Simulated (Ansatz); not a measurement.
Working through a single point in a Gaussian basis of CH₆BFOSi₂, SMILES O[SiH2]C1[SiH2]B1F

Program: the Ansatz DFT code, driven from Python.

Notebook, run cell by cell (the value of a cell's last expression is shown):

```python
from pathlib import Path

import ansatz as az
```

```python
system = (
    az.Crystal.molecule()
    .atom('O', [-0.9138, 2.38, -0.3815])
    .atom('Si', [-0.9978, 0.7371, -0.719])
    .atom('C', [0.6411, -0.0022, -0.336])
    .atom('Si', [0.7037, -1.7625, -0.1414])
    .atom('B', [0.8749, -0.27, 1.2011])
    .atom('F', [1.0697, 0.2289, 2.5664])
    .atom('H', [-0.8396, 2.4906, 0.5943])
    .atom('H', [-2.0047, 0.1208, 0.0876])
    .atom('H', [-1.2867, 0.5419, -2.0996])
    .atom('H', [1.5681, 0.4103, -0.8127])
    .atom('H', [1.889, -2.5141, -0.1392])
    .atom('H', [-0.6268, -2.4161, 0.2139])
)

calculation = system.calculation().basis(gaussian='def2-SVP').functional('r2scan0').orbitals()
print(calculation.to_yaml())
outcome = calculation.run(threads=1, runs_dir='ch6bfosi2_runs')
rep = outcome.report
```

    crystal:
      periodic: [false, false, false]
      atoms:
        - { symbol: O, position_ang: [-0.9138, 2.38, -0.3815] }
        - { symbol: Si, position_ang: [-0.9978, 0.7371, -0.719] }
        - { symbol: C, position_ang: [0.6411, -0.0022, -0.336] }
        - { symbol: Si, position_ang: [0.7037, -1.7625, -0.1414] }
        - { symbol: B, position_ang: [0.8749, -0.27, 1.2011] }
        - { symbol: F, position_ang: [1.0697, 0.2289, 2.5664] }
        - { symbol: H, position_ang: [-0.8396, 2.4906, 0.5943] }
        - { symbol: H, position_ang: [-2.0047, 0.1208, 0.0876] }
        - { symbol: H, position_ang: [-1.2867, 0.5419, -2.0996] }
        - { symbol: H, position_ang: [1.5681, 0.4103, -0.8127] }
        - { symbol: H, position_ang: [1.889, -2.5141, -0.1392] }
        - { symbol: H, position_ang: [-0.6268, -2.4161, 0.2139] }
    basis:
      gaussian:
        orbitals: def2-SVP
    hamiltonian:
      xc: r2scan0
    output:
      orbitals: {}

```python
rep['n_occupied'], rep['n_virtual']
```

    ([31, 31], [91, 91])

```python
rep['free_energy_ev']
```

    -22314.027834170563

```python
print('reference energy %16.6f eV' % rep['reference_energy_ev'])
print('total energy     %16.6f eV' % rep['free_energy_ev'])
print('occupied orbitals outside the frozen core (up, down):', rep['n_occupied'], ' frozen:', rep['n_frozen'], ' virtual:', rep['n_virtual'])

field = rep['mean_field']
print('<S^2> =', round(abs(field['state']['spin_squared']), 4), ' all-electron relativity setting:', field['relativity'])
print('passes:', field['passes'])
if 'symmetry' in field:
    print('occupied orbitals by irrep:', field['symmetry']['occupied'])
```

    reference energy    -22314.027834 eV
    total energy        -22314.027834 eV
    occupied orbitals outside the frozen core (up, down): [31, 31]  frozen: 0  virtual: [91, 91]
    <S^2> = 0.0  all-electron relativity setting: none
    passes: {'evaluations': 16, 'products': 13}
    occupied orbitals by irrep: [{'A': 31}, {'A': 31}]

```python
lines = Path(rep['orbitals_path']).read_text().splitlines()
field_of = lambda key: [line.split('=')[1].strip() for line in lines if line.startswith(key)]
orbitals = [(27.211386 * float(e), s, float(n)) for e, s, n in zip(field_of('Ene='), field_of('Spin='), field_of('Occup='))]
homo = max(e for e, _, n in orbitals if n > 0.5)
lumo = min(e for e, _, n in orbitals if n < 0.5)
print(f'HOMO {homo:.3f} eV, LUMO {lumo:.3f} eV, gap {lumo - homo:.3f} eV')
```

    HOMO -6.061 eV, LUMO -1.339 eV, gap 4.722 eV

What to keep in mind:
- These settings explore the input space; basis and method may be short of convergence.
- The geometry is a force-field or estimated start, not a minimum of this method, and the basis set is short of its limit.
- Levels such as HOMO and LUMO are orbital energies: with these approximate functionals they aren't the ionisation energy and electron affinity, and their gap isn't the fundamental gap.
- Hardware and time: 10 s on 1 thread of Arm Neoverse V1, on a shared host, peak memory 0.39 GiB.
